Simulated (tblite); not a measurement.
# C5H4F2N2O: the cost of one run

Programs: PySCF 2.14.0 with density-fitted response routines of our own, and tblite 0.8.0. All values are computed, except where a source is named. Atoms count from 0 throughout.

## 1. The starting structure

14 atoms, charge 0, multiplicity 1; geometry from: force field or distance geometry start.

Bonds of the start (Å): C0–C1 1.52, C0–H10 1.09, C0–H11 1.10, C0–H12 1.08, C1–N3 1.38, C1–O2 1.21, C4–C5 1.44, C4–C7 1.33, C5–N6 1.16, C7–F8 1.36, C7–F9 1.36, N3–C4 1.38, N3–H13 1.03.

## 2. GFN2-xTB relaxation, start minimum

The job: settings as JSON, then the geometry in Å.

```
{"job": {"xc": "GFN2-xTB", "basis": "xTB", "kind": "relax"}, "charge": 0, "multiplicity": 1}
C      2.413600    -0.190300     0.244000
C      1.121600     0.338300    -0.369100
O      1.146300     1.166600    -1.249800
N     -0.009200    -0.194000     0.206300
C     -1.323300     0.089500    -0.121000
C     -1.666500     1.010600    -1.172900
N     -2.006600     1.746200    -2.006700
C     -2.315700    -0.504700     0.539700
F     -2.027900    -1.388700     1.526000
F     -3.618100    -0.258300     0.240400
H      2.742300     0.503900     1.016800
H      2.261300    -1.182800     0.684800
H      3.160400    -0.266200    -0.527100
H      0.121100    -0.870600     0.966400
```

Run with:

```console
OMP_NUM_THREADS=1 python ens_run.py task.json out
```

One launch serves the whole session.

Q: Estimate the wall time of this first job on 1 thread of Intel Xeon at 2.50GHz, shared host.

About 2.3 s.
